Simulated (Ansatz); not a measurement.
**CH₃BBrFSi: up Jacob's ladder to CCSD(T)**

An exercise on one series of results from a longer session: the logs are not shown, and one member is left open.

Program: Ansatz 0.2.0, Gaussian basis. Level of theory: functionals in def2-TZVPP, the program's frozen cores in correlated methods. These are calculated values, not measurements.

Plan: LDA (SPW92), PBE-D4, revPBE-D4, BLYP-D4, r2SCAN-D4, B97M-V, PBE0-D4, B3LYP-D4, r2SCANh-D4, r2SCAN0-D4, HSE06-D4, BHLYP-D4, CAM-B3LYP-D4, LC-ωPBE, ωB97X-V, ωB97M-V, B2PLYP, PBE-QIDH; CCSD(T)/def2-SVP; CCSD(T)/def2-TZVPP; MP2/def2-QZVPP; extrapolation to the limit; RPA on PBE.

### The geometry

An earlier PBE0-D4 in a triple-zeta def2 set relaxation fixed the geometry.

SMILES `FB1C[SiH]1Br`, 8 atoms, charge 0, spin multiplicity 1.

Atoms are counted from 1 here; the program's logs count them from 0.

Bond lengths: F1–B2 1.310 Å, B2–C3 1.517 Å, B2–Si4 1.931 Å, C3–Si4 1.951 Å, C3–H6 1.088 Å, C3–H7 1.097 Å, Si4–Br5 2.215 Å, Si4–H8 1.479 Å. Angles: F1–B2–C3 135.4°, F1–B2–Si4 146.2°, C3–B2–Si4 67.7°, B2–C3–Si4 66.3°, B2–C3–H6 126.0°, B2–C3–H7 114.9°, Si4–C3–H6 136.7°, Si4–C3–H7 93.0°, H6–C3–H7 111.4°, B2–Si4–C3 46.0°, B2–Si4–Br5 121.3°, B2–Si4–H8 129.6°, C3–Si4–Br5 121.8°, C3–Si4–H8 110.2°, Br5–Si4–H8 108.9°.

Set-up of the first run:

Contents of in.yaml:

```yaml
crystal:
  periodic: [false, false, false]
  atoms:
    - {symbol: F, position_ang: [-1.060373, -0.958596, 1.991118]}
    - {symbol: B, position_ang: [-0.368545, -0.705177, 0.907495]}
    - {symbol: C, position_ang: [0.780577, 0.219340, 0.551223]}
    - {symbol: Si, position_ang: [-0.425621, -0.143444, -0.938917]}
    - {symbol: Br, position_ang: [-1.899261, 1.353611, -1.640234]}
    - {symbol: H, position_ang: [1.098279, 1.092189, 1.118319]}
    - {symbol: H, position_ang: [1.630270, -0.268401, 0.057159]}
    - {symbol: H, position_ang: [0.336774, -0.646723, -2.101962]}
basis:
  gaussian: {orbitals: def2-TZVPP}
hamiltonian: {xc: lda}
output: {orbitals: {seedname: orbitals}}
```

Among the steps run: LDA; PBE-D4 (GGA); revPBE-D4 (GGA); BLYP-D4 (GGA); r2SCAN-D4 (meta-GGA); B97M-V (meta-GGA); PBE0-D4 (hybrid); B3LYP-D4 (hybrid); r2SCANh-D4 (hybrid); r2SCAN0-D4 (hybrid); HSE06-D4 (hybrid); BHLYP-D4 (hybrid); CAM-B3LYP-D4 (range-separated); LC-ωPBE (range-separated); ωB97X-V (range-separated); ωB97M-V (range-separated); B2PLYP (double hybrid); PBE-QIDH (double hybrid).

One of the session's tables, all rows but one given; the rest of the session is left out.

It belongs to the step «Orbital energies across the functionals». 

```
  functional  HOMO (eV)  LUMO (eV)  gap (eV)
 LDA (SPW92)      -6.03      -2.79      3.23
      PBE-D4          ?          ?         ?
   revPBE-D4      -5.84      -2.46      3.38
     BLYP-D4      -5.77      -2.37      3.41
   r2SCAN-D4      -6.12      -2.32      3.79
      B97M-V      -6.16      -2.29      3.87
     PBE0-D4      -7.03      -1.64      5.39
    B3LYP-D4      -6.85      -1.81      5.04
  r2SCANh-D4      -6.54      -2.00      4.54
  r2SCAN0-D4      -7.17      -1.52      5.66
    HSE06-D4      -6.64      -2.03      4.61
    BHLYP-D4      -8.07      -0.58      7.49
CAM-B3LYP-D4      -8.33      -0.48      7.85
     LC-ωPBE      -9.60       0.64     10.24
     ωB97X-V      -9.28       0.56      9.84
     ωB97M-V      -9.10       0.38      9.49
```

Estimate the missing values for PBE-D4.

As computed: HOMO (eV): -5.89; LUMO (eV): -2.55; gap (eV): 3.34. In the column «HOMO (eV)» it lies between LDA (SPW92) (-6.03) and revPBE-D4 (-5.84).
